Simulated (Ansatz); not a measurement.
# F2H4OSSi2: up Jacob's ladder to CCSD(T)

Aim: compute F2H4OSSi2 with functionals from several rungs and with coupled cluster. The yardstick is the atomisation energy at the CCSD(T) limit.

Computed with Ansatz 0.2.0, Gaussian basis. Level: functionals in def2-TZVPP, the program's frozen cores in correlated methods.

The runs, in order: PBE-D4, r2SCAN-D4, PBE0-D4, B3LYP-D4, ωB97X-V, ωB97M-V, B2PLYP; CCSD(T)/def2-TZVPP; MP2/def2-QZVPP; extrapolation to the limit.

## Step 1: The geometry

All runs share one geometry, relaxed beforehand with PBE0-D4 in a triple-zeta def2 set.

SMILES `O[SiH2]S[SiH](F)F`, 10 atoms, charge 0, spin multiplicity 1.

Atoms are counted from 1 here; the program's logs count them from 0.

Bond lengths: O1–Si2 1.637 Å, O1–H7 0.959 Å, Si2–S3 2.148 Å, Si2–H8 1.478 Å, Si2–H9 1.481 Å, S3–Si4 2.105 Å, Si4–F5 1.584 Å, Si4–F6 1.583 Å, Si4–H10 1.472 Å. Angles: Si2–O1–H7 118.3°, O1–Si2–S3 112.8°, O1–Si2–H8 105.2°, O1–Si2–H9 112.6°, S3–Si2–H8 110.5°, S3–Si2–H9 103.4°, H8–Si2–H9 112.4°, Si2–S3–Si4 97.3°, S3–Si4–F5 110.8°, S3–Si4–F6 107.8°, S3–Si4–H10 113.8°, F5–Si4–F6 106.5°, F5–Si4–H10 108.0°, F6–Si4–H10 109.7°.

## Step 2: PBE-D4 (GGA)

The input, in.yaml:

```yaml
crystal:
  periodic: [false, false, false]
  atoms:
    - {symbol: O, position_ang: [-1.915014, 0.445984, 1.031017]}
    - {symbol: Si, position_ang: [-1.175381, -0.802974, 0.273809]}
    - {symbol: S, position_ang: [-0.083515, -0.189392, -1.471599]}
    - {symbol: Si, position_ang: [1.613269, 0.559993, -0.475531]}
    - {symbol: F, position_ang: [2.710688, -0.570036, -0.307215]}
    - {symbol: F, position_ang: [2.256860, 1.680232, -1.390759]}
    - {symbol: H, position_ang: [-2.506654, 1.001639, 0.520653]}
    - {symbol: H, position_ang: [-0.260791, -1.380579, 1.280487]}
    - {symbol: H, position_ang: [-2.137154, -1.798562, -0.253824]}
    - {symbol: H, position_ang: [1.322892, 1.114294, 0.856361]}
basis:
  gaussian: {orbitals: def2-TZVPP}
hamiltonian: {xc: pbe, dispersion: d4}
output: {forces: true, orbitals: {seedname: orbitals}}
```

Started as:

```console
$ ansatz run in.yaml --threads 4 --pin off --events-out ev --progress --plain --max-ram 10444MiB
```

Standard output, shortened:

```text
Functional definition: PBE
  name "PBE"
  cite "Perdew, Burke & Ernzerhof, Phys. Rev. Lett. 77, 3865 (1996) doi:10.1103/PhysRevLett.77.3865"
  parent pbe
[...]
1559 factors; their error is unknown
[...]
mean field -34127.17458504 eV, -1254.1505337706 hartree, gradient 7.0e-5 eV, S^2 0.000000; 0 other end points of the search recorded, 0 dependent functions left out
[...]
reference -34127.17462876 eV, -1254.1505353772 hartree; 37, 37 occupied and 238, 238 virtual orbitals, 1559 factors
Total energy: -34127.46082384 eV, -1254.1610528525 hartree
Atom 0 at    -1.915014     0.445984     1.031017 Å, force     0.031640     0.142382     0.517173 eV/Å
Atom 1 at    -1.175381    -0.802974     0.273809 Å, force     0.130955    -0.248569    -0.146836 eV/Å
Atom 2 at    -0.083515    -0.189392    -1.471599 Å, force    -0.112498    -0.049156    -0.330315 eV/Å
Atom 3 at     1.613269     0.559993    -0.475531 Å, force    -0.468499     0.013576     0.260016 eV/Å
Atom 4 at     2.710688    -0.570036    -0.307215 Å, force     0.471248    -0.498970     0.091602 eV/Å
Atom 5 at     2.256860     1.680232    -1.390759 Å, force     0.265958     0.506513    -0.395448 eV/Å
Atom 6 at    -2.506654     1.001639     0.520653 Å, force    -0.275318     0.260246    -0.232050 eV/Å
Atom 7 at    -0.260791    -1.380579     1.280487 Å, force     0.089284    -0.063470     0.130200 eV/Å
Atom 8 at    -2.137154    -1.798562    -0.253824 Å, force    -0.099111    -0.135932    -0.068465 eV/Å
Atom 9 at     1.322892     1.114294     0.856361 Å, force    -0.033659     0.073380     0.174123 eV/Å
Dipole moment:    -0.485535     0.052517     0.097576 e Å
```

It took 1.7 s on 4 threads of Intel Xeon 6975P-C, shared host; peak memory 0.45 GiB.

With the free atoms at this level, -34088.534 eV in sum, the atomisation energy is 38.926 eV. HOMO -7.01 eV, LUMO -1.06 eV.

## Step 3: r2SCAN-D4 (meta-GGA)

in.yaml, as its differences from that of step 2:

```diff
@@ -15,3 +15,3 @@
   gaussian: {orbitals: def2-TZVPP}
-hamiltonian: {xc: pbe, dispersion: d4}
+hamiltonian: {xc: r2scan, dispersion: d4}
 output: {forces: true, orbitals: {seedname: orbitals}}
```

Same command.

Standard output, shortened:

```text
Functional definition: r2SCAN
  name "r2SCAN"
  cite "Furness, Kaplan, Ning, Perdew & Sun, J. Phys. Chem. Lett. 11, 8208 (2020) doi:10.1021/acs.jpclett.0c02405"
  cite "Furness, Kaplan, Ning, Perdew & Sun, J. Phys. Chem. Lett. 11, 9248 (2020) doi:10.1021/acs.jpclett.0c03077"
  parent r2scan
[...]
1559 factors; their error is unknown
[...]
mean field -34142.26170055 eV, -1254.7049750390 hartree, gradient 3.8e-5 eV, S^2 0.000000; 0 other end points of the search recorded, 0 dependent functions left out
[...]
reference -34142.26171281 eV, -1254.7049754897 hartree; 37, 37 occupied and 238, 238 virtual orbitals, 1559 factors
Total energy: -34142.32976698 eV, -1254.7074764344 hartree
Atom 0 at    -1.915014     0.445984     1.031017 Å, force    -0.009319     0.021839     0.052876 eV/Å
Atom 1 at    -1.175381    -0.802974     0.273809 Å, force     0.001018    -0.063586    -0.005059 eV/Å
Atom 2 at    -0.083515    -0.189392    -1.471599 Å, force    -0.001157     0.000696    -0.059411 eV/Å
Atom 3 at     1.613269     0.559993    -0.475531 Å, force    -0.042300     0.024819     0.066390 eV/Å
Atom 4 at     2.710688    -0.570036    -0.307215 Å, force     0.036937    -0.037391     0.010177 eV/Å
Atom 5 at     2.256860     1.680232    -1.390759 Å, force     0.025458     0.035795    -0.029750 eV/Å
Atom 6 at    -2.506654     1.001639     0.520653 Å, force    -0.015861     0.017339    -0.011492 eV/Å
Atom 7 at    -0.260791    -1.380579     1.280487 Å, force    -0.023865     0.005549    -0.013876 eV/Å
Atom 8 at    -2.137154    -1.798562    -0.253824 Å, force     0.020869     0.005422     0.019632 eV/Å
Atom 9 at     1.322892     1.114294     0.856361 Å, force     0.008219    -0.010482    -0.029488 eV/Å
Dipole moment:    -0.494065     0.052107     0.104958 e Å
```

Wall time 2.9 s (4 threads of Intel Xeon 6975P-C, shared host); peak memory 0.48 GiB.

Atomisation energy: 38.848 eV (free atoms -34103.482 eV, run apart). HOMO -7.32 eV, LUMO -0.66 eV.

## Step 4: PBE0-D4 (hybrid)

in.yaml, as its differences from that of step 3:

```diff
@@ -15,3 +15,3 @@
   gaussian: {orbitals: def2-TZVPP}
-hamiltonian: {xc: r2scan, dispersion: d4}
-output: {forces: true, orbitals: {seedname: orbitals}}
+hamiltonian: {xc: pbe0, dispersion: d4}
+output: {orbitals: {seedname: orbitals}}
```

The command is unchanged.

Standard output:

```text
Functional definition: PBE0
  name "PBE0"
  cite "Adamo & Barone, J. Chem. Phys. 110, 6158 (1999) doi:10.1063/1.478522"
  cite "Perdew, Burke & Ernzerhof, Phys. Rev. Lett. 77, 3865 (1996) doi:10.1103/PhysRevLett.77.3865"
  parent pbe
  parameter a = 0.25
  parameter kappa = 0.804
  parameter beta = 0.06672455060314922
  exchange = (1 - a)*pbe_x(kappa = kappa, mu = beta*pi^2/3) + a*exact_x
  correlation = pbe_c(beta = beta)
1596 factors; their error is unknown
mean field evaluation 1: about -34123.2805 eV, gradient 6.6e1 eV
mean field evaluation 2: about -34112.0514 eV, gradient 1.1e2 eV
mean field evaluation 4: about -34129.5801 eV, gradient 4.3e0 eV
mean field evaluation 8: about -34129.6098 eV, gradient 4.5e-2 eV
mean field evaluation 16: about -34129.6768 eV, gradient 6.8e-5 eV
mean field -34129.67675096 eV, -1254.2424866719 hartree, gradient 6.8e-5 eV, S^2 0.000000; 0 other end points of the search recorded, 0 dependent functions left out
reference -34129.67678300 eV, -1254.2424878494 hartree; 37, 37 occupied and 238, 238 virtual orbitals, 1596 factors
Total energy: -34129.92093441 eV, -1254.2514602482 hartree
```

Wall time 2.4 s (4 threads of Intel Xeon 6975P-C, shared host); peak memory 0.9 GiB.

Atomisation energy: 38.196 eV (free atoms -34091.725 eV, run apart). HOMO -8.27 eV, LUMO -0.21 eV.

## Step 5: B3LYP-D4 (hybrid)

B3LYP here takes the VWN-RPA correlation.

in.yaml, as its differences from that of step 4:

```diff
@@ -15,3 +15,3 @@
   gaussian: {orbitals: def2-TZVPP}
-hamiltonian: {xc: pbe0, dispersion: d4}
-output: {orbitals: {seedname: orbitals}}
+hamiltonian: {xc: {name: B3LYP}, dispersion: d4}
+output: {forces: true, orbitals: {seedname: orbitals}}
```

The command is unchanged.

Standard output, shortened:

```text
Functional definition: B3LYP
  name "B3LYP"
  cite "Stephens, Devlin, Chabalowski & Frisch, J. Phys. Chem. 98, 11623 (1994) doi:10.1021/j100096a001"
  cite "Becke, Phys. Rev. A 38, 3098 (1988) doi:10.1103/PhysRevA.38.3098"
  cite "Lee, Yang & Parr, Phys. Rev. B 37, 785 (1988) doi:10.1103/PhysRevB.37.785"
  cite "Vosko, Wilk & Nusair, Can. J. Phys. 58, 1200 (1980) doi:10.1139/p80-159"
[...]
1577 factors; their error is unknown
[...]
mean field -34149.07066185 eV, -1254.9551997516 hartree, gradient 7.5e-5 eV, S^2 0.000000; 0 other end points of the search recorded, 0 dependent functions left out
[...]
reference -34149.07093907 eV, -1254.9552099390 hartree; 37, 37 occupied and 238, 238 virtual orbitals, 1577 factors
Total energy: -34149.53713106 eV, -1254.9723421787 hartree
Atom 0 at    -1.915014     0.445984     1.031017 Å, force    -0.061233     0.091926     0.033554 eV/Å
Atom 1 at    -1.175381    -0.802974     0.273809 Å, force    -0.060140    -0.330303     0.081963 eV/Å
Atom 2 at    -0.083515    -0.189392    -1.471599 Å, force    -0.037783    -0.007109    -0.154584 eV/Å
Atom 3 at     1.613269     0.559993    -0.475531 Å, force    -0.069495     0.128189     0.206547 eV/Å
Atom 4 at     2.710688    -0.570036    -0.307215 Å, force     0.151160    -0.154427     0.033324 eV/Å
Atom 5 at     2.256860     1.680232    -1.390759 Å, force     0.094886     0.162352    -0.119511 eV/Å
Atom 6 at    -2.506654     1.001639     0.520653 Å, force    -0.031860     0.049912     0.026199 eV/Å
Atom 7 at    -0.260791    -1.380579     1.280487 Å, force    -0.075005     0.034804    -0.068175 eV/Å
Atom 8 at    -2.137154    -1.798562    -0.253824 Å, force     0.059100     0.059001     0.051217 eV/Å
Atom 9 at     1.322892     1.114294     0.856361 Å, force     0.030370    -0.034348    -0.090535 eV/Å
Dipole moment:    -0.504560     0.041908     0.101930 e Å
```

Run time: 3.6 s. Hardware: 4 threads of Intel Xeon 6975P-C, shared host; peak memory 0.96 GiB.

Atomisation energy: 38.384 eV (free atoms -34111.153 eV, run apart). HOMO -7.99 eV, LUMO -0.43 eV.

## Step 6: ωB97X-V (range-separated)

in.yaml, as its differences from that of step 5:

```diff
@@ -15,3 +15,3 @@
   gaussian: {orbitals: def2-TZVPP}
-hamiltonian: {xc: {name: B3LYP}, dispersion: d4}
-output: {forces: true, orbitals: {seedname: orbitals}}
+hamiltonian: {xc: {name: wB97X-V}}
+output: {orbitals: {seedname: orbitals}}
```

The command is unchanged.

Standard output, shortened:

```text
Functional definition: wB97X-V
  name "wB97X-V"
  cite "Mardirossian & Head-Gordon, Phys. Chem. Chem. Phys. 16, 9904 (2014) doi:10.1039/C3CP54374A"
  cite "Becke, J. Chem. Phys. 107, 8554 (1997) doi:10.1063/1.475007"
  cite "Vydrov & Van Voorhis, J. Chem. Phys. 133, 244103 (2010) doi:10.1063/1.3521275"
[...]
      + integral(e_c_pw_opposite_spin*poly(b97_u_opposite, cos0, cos1)) + vv10(b, c)
1572 factors; their error is unknown
314 factors; integrals over basis functions are off by at most 8.1e-6 eV
[...]
mean field -34140.86015197 eV, -1254.6534690786 hartree, gradient 2.7e-5 eV, S^2 0.000000; 0 other end points of the search recorded, 0 dependent functions left out
reference -34140.86014988 eV, -1254.6534690019 hartree; 37, 37 occupied and 238, 238 virtual orbitals, 1572 factors
Total energy: -34140.86014988 eV, -1254.6534690019 hartree
```

Run time: 5.5 s. Hardware: 4 threads of Intel Xeon 6975P-C, shared host; peak memory 1.1 GiB.

With the free atoms at this level, -34101.905 eV in sum, the atomisation energy is 38.955 eV. HOMO -10.62 eV, LUMO 1.81 eV.

## Step 7: ωB97M-V (range-separated)

in.yaml, as its differences from that of step 6:

```diff
@@ -15,3 +15,3 @@
   gaussian: {orbitals: def2-TZVPP}
-hamiltonian: {xc: {name: wB97X-V}}
-output: {orbitals: {seedname: orbitals}}
+hamiltonian: {xc: {name: wB97M-V}}
+output: {forces: true, orbitals: {seedname: orbitals}}
```

Launched as before.

Standard output, shortened:

```text
Functional definition: wB97M-V
  name "wB97M-V"
  cite "Mardirossian & Head-Gordon, J. Chem. Phys. 144, 214110 (2016) doi:10.1063/1.4952647"
  cite "Becke, J. Chem. Phys. 107, 8554 (1997) doi:10.1063/1.475007"
  cite "Vydrov & Van Voorhis, J. Chem. Phys. 133, 244103 (2010) doi:10.1063/1.3521275"
  # Of w^i u^j: cxij and so on, Table III.
[...]
  gx(w, u) = 1 - cx + cx01*u + cx10*w
  gss(w, u) = css00 + css04*u^4 + css10*w + css20*w^2 + css43*w^4*u^3
  gos(w, u) = cos00 + cos10*w + (cos20 + cos21*u)*w^2 + (cos60 + cos61*u)*w^6
[...]
      + integral(e_c_pw_mod_opposite_spin*gos(b97_w_opposite, b97_u_opposite)) + vv10(b, c)
1572 factors; their error is unknown
314 factors; integrals over basis functions are off by at most 8.1e-6 eV
[...]
Atom 0 at    -1.915014     0.445984     1.031017 Å, force    -0.057798     0.086824    -0.006745 eV/Å
Atom 1 at    -1.175381    -0.802974     0.273809 Å, force     0.041229    -0.284729     0.019073 eV/Å
Atom 2 at    -0.083515    -0.189392    -1.471599 Å, force     0.012472     0.011921    -0.003359 eV/Å
Atom 3 at     1.613269     0.559993    -0.475531 Å, force    -0.183620     0.074288     0.237480 eV/Å
Atom 4 at     2.710688    -0.570036    -0.307215 Å, force     0.080403    -0.105763     0.017228 eV/Å
Atom 5 at     2.256860     1.680232    -1.390759 Å, force     0.047141     0.099271    -0.081899 eV/Å
Atom 6 at    -2.506654     1.001639     0.520653 Å, force     0.015774    -0.003025     0.032916 eV/Å
Atom 7 at    -0.260791    -1.380579     1.280487 Å, force    -0.101082     0.072924    -0.121703 eV/Å
Atom 8 at    -2.137154    -1.798562    -0.253824 Å, force     0.115313     0.123171     0.074055 eV/Å
Atom 9 at     1.322892     1.114294     0.856361 Å, force     0.030166    -0.074883    -0.167047 eV/Å
Dipole moment:    -0.500705     0.046405     0.098611 e Å
```

Wall time 7 s (4 threads of Intel Xeon 6975P-C, shared host); peak memory 1.2 GiB.

With the free atoms at this level, -34105.115 eV in sum, the atomisation energy is 38.893 eV. HOMO -10.45 eV, LUMO 1.48 eV.

## Step 8: B2PLYP (double hybrid)

in.yaml, as its differences from that of step 7:

```diff
@@ -15,3 +15,2 @@
   gaussian: {orbitals: def2-TZVPP}
-hamiltonian: {xc: {name: wB97M-V}}
-output: {forces: true, orbitals: {seedname: orbitals}}
+hamiltonian: {xc: {name: B2PLYP}}
```

The command is unchanged.

Standard output, shortened:

```text
Functional definition: B2PLYP
  name "B2PLYP"
  cite "Grimme, J. Chem. Phys. 124, 034108 (2006) doi:10.1063/1.2148954"
  cite "Becke, Phys. Rev. A 38, 3098 (1988) doi:10.1103/PhysRevA.38.3098"
  cite "Lee, Yang & Parr, Phys. Rev. B 37, 785 (1988) doi:10.1103/PhysRevB.37.785"
[...]
1656 factors; integrals over basis functions are off by at most 1.0e-3 eV
[...]
mean field -34123.35527301 eV, -1254.0101766423 hartree, gradient 6.7e-6 eV, S^2 0.000000; 0 other end points of the search recorded, 0 dependent functions left out
18 core orbitals not correlated: weight in the atoms' cores, before any rotation towards them, 1.000 or more for the frozen orbitals, at most 0.000 for the correlated occupied ones
reference -34123.35544615 eV, -1254.0101830050 hartree; 19, 19 occupied and 238, 238 virtual orbitals, 1656 factors
second order -37.57911037 eV of doubles, -0.00000000 eV of singles
Total energy: -34133.50180595 eV, -1254.3830548502 hartree
```

Run time: 3.9 s. Hardware: 4 threads of Intel Xeon 6975P-C, shared host; peak memory 0.82 GiB.

With the free atoms at this level, -34095.338 eV in sum, the atomisation energy is 38.164 eV.

## Step 9: Frontier levels by functional

Dipoles come from the runs that computed forces. Levels are read from the orbital files that the runs wrote:

```tsv
functional	HOMO (eV)	LUMO (eV)	gap (eV)	dipole (D)
PBE-D4	-7.01	-1.06	5.95	2.39
r2SCAN-D4	-7.32	-0.66	6.66	2.44
PBE0-D4	-8.27	-0.21	8.06	
B3LYP-D4	-7.99	-0.43	7.56	2.48
ωB97X-V	-10.62	1.81	12.43	
ωB97M-V	-10.45	1.48	11.93	2.46
```

## Step 10: CCSD(T) in def2-TZVPP

in.yaml, as its differences from that of step 8:

```diff
@@ -15,2 +15,2 @@
   gaussian: {orbitals: def2-TZVPP}
-hamiltonian: {xc: {name: B2PLYP}}
+correlation: {method: ccsd_t}
```

Same command.

Standard output, shortened:

```text
Functional definition: HF
  name "HF"
  cite "Fock, Z. Phys. 61, 126 (1930) doi:10.1007/BF01340294"
  parent pbe
[...]
1656 factors; integrals over basis functions are off by at most 1.0e-3 eV
[...]
mean field -34065.52075998 eV, -1251.8847974900 hartree, gradient 1.6e-6 eV, S^2 0.000000; 0 other end points of the search recorded, 0 dependent functions left out
18 core orbitals not correlated: weight in the atoms' cores, before any rotation towards them, 1.000 or more for the frozen orbitals, at most 0.000 for the correlated occupied ones
reference -34065.52075998 eV, -1251.8847974900 hartree; 19, 19 occupied and 238, 238 virtual orbitals, 1656 factors
second order -31.29164475 eV of doubles, -0.00000000 eV of singles
cycle   1  -31.47609915 eV  change   -1.8e-1 eV  update   1.2e-1
[...]
cycle   9  -32.29761923 eV  change   -1.3e-5 eV  update   2.1e-5
perturbative correction -1.12673647 eV, -0.0414068016 hartree
Total energy: -34098.94511569 eV, -1253.1131199064 hartree
```

Run time: 69 s. Hardware: 4 threads of Intel Xeon 6975P-C, shared host; peak memory 8.1 GiB.

## Step 11: MP2 in def2-QZVPP

in.yaml, as its differences from that of step 10:

```diff
@@ -14,3 +14,3 @@
 basis:
-  gaussian: {orbitals: def2-TZVPP}
-correlation: {method: ccsd_t}
+  gaussian: {orbitals: "def2-QZVPP.json"}
+correlation: {method: mp2}
```

Launched as before.

Standard output:

```text
Functional definition: HF
  name "HF"
  cite "Fock, Z. Phys. 61, 126 (1930) doi:10.1007/BF01340294"
  parent pbe
  exchange = exact_x
  correlation = 0
3022 factors; integrals over basis functions are off by at most 6.8e-4 eV
mean field evaluation 1: about -34061.6994 eV, gradient 5.1e1 eV
mean field evaluation 2: about -34061.8949 eV, gradient 5.1e1 eV
mean field evaluation 4: about -34066.6431 eV, gradient 3.4e0 eV
mean field evaluation 8: about -34066.7038 eV, gradient 3.1e-1 eV
mean field -34066.70428437 eV, -1251.9282912091 hartree, gradient 3.3e-6 eV, S^2 0.000000; 0 other end points of the search recorded, 0 dependent functions left out
18 core orbitals not correlated: weight in the atoms' cores, before any rotation towards them, 1.000 or more for the frozen orbitals, at most 0.000 for the correlated occupied ones
reference -34066.70428437 eV, -1251.9282912091 hartree; 19, 19 occupied and 464, 464 virtual orbitals, 3022 factors
second order -34.13976734 eV of doubles, -0.00000000 eV of singles
Total energy: -34100.84405171 eV, -1253.1829045182 hartree
```

Run time: 15 s. Hardware: 4 threads of Intel Xeon 6975P-C, shared host; peak memory 3.2 GiB.

Energy pieces by basis (eV):

```tsv
basis	HF	MP2 correlation	CCSD correlation	(T)	total
def2-TZVPP	-34065.5208	-31.2916	-32.2976	-1.1267	-34098.9451
def2-QZVPP	-34066.7043	-34.1398			-34100.8441 (MP2)
```

The report of the def2-TZVPP run gives T1 = 0.0121.

## Step 12: The basis-set limit

This step is arithmetic on the last runs, with X = 3 and 4: exp(−7.88√X) for Hartree-Fock, X^−2.97 for correlation; only MP2 was run in the larger set, so CCSD(T) minus MP2 is added from the smaller one.

```tsv
level	energy at the limit (eV)
HF	-34066.8673
MP2	-34103.1168
CCSD	-34104.1228
CCSD(T)	-34105.2495
```

## Step 13: The ladder

Free atoms (1 O, 2 Si, 1 S, 2 F, 4 H) were run apart at each level; the atomisation energy is their sum less the molecule, without zero-point or spin-orbit terms.

Differences are taken before rounding.

```tsv
method	rung	atomisation energy (eV)	from CCSD(T)/CBS (eV)	time
PBE-D4	GGA	38.926	-0.081	1.7 s
r2SCAN-D4	meta-GGA	38.848	-0.159	2.9 s
PBE0-D4	hybrid	38.196	-0.811	2.4 s
B3LYP-D4	hybrid	38.384	-0.623	3.6 s
ωB97X-V	range-separated	38.955	-0.052	5.5 s
ωB97M-V	range-separated	38.893	-0.114	7 s
B2PLYP	double hybrid	38.164	-0.843	3.9 s
HF/def2-TZVPP	wavefunction	28.372	-10.635	
MP2/def2-TZVPP	wavefunction	38.824	-0.183	
CCSD/def2-TZVPP	wavefunction	37.087	-1.921	
CCSD(T)/def2-TZVPP	wavefunction	37.685	-1.323	69 s
MP2/CBS	wavefunction	40.146	+1.139	
CCSD(T)/CBS	wavefunction	39.007	0	84 s
```

Among the levels timed on like hardware and quicker than the yardstick, those that no quicker one beats, quickest first: PBE-D4 (1.7 s, -0.081 eV); ωB97X-V (5.5 s, -0.052 eV).

B2PLYP carry no dispersion term (for B3LYP, D4 adds 0.466 eV).

Times are those of the molecule's run; HF, MP2 and CCSD come out of the CCSD(T) runs, and the limit's time is the sum of the runs that it needs.

## Step 14: Summary of results

| quantity | value |
| --- | --- |
| atomisation energy, CCSD(T)/CBS | 39.007 eV |
| functionals within 0.195 eV (0.5 %) | PBE-D4, r2SCAN-D4, ωB97X-V, ωB97M-V |
| farthest | B2PLYP (-0.843 eV) |
| mean size of error, hybrid | 0.717 eV |
| mean size of error, range-separated | 0.083 eV |
| gap, smallest and largest | 5.95 eV (PBE-D4), 12.43 eV (ωB97X-V) |
| T1 diagnostic | 0.0121 |
| triples share of the correlation energy | 3.4 % |

What this shows: PBE-D4 is off by -0.081 eV. Double hybrids carry the basis error of their MP2 part in triple zeta, and no dispersion term here, so their miss is partly the set-up's. The reference freezes the cores and leaves out relativity and excitations past (T), so misses under about 0.195 eV can't be ranked. Hartree-Fock recovers 73 % of the binding; the rest is correlation. The gap grows from 5.9 to 12.4 eV across the functionals, mostly with the share of exact exchange.

For cost: ωB97X-V gets within 0.052 eV in 5.5 s, where CCSD(T)/CBS took 84 s; the quickest level in the cost chart, PBE-D4, takes 1.7 s and misses by 0.081 eV.
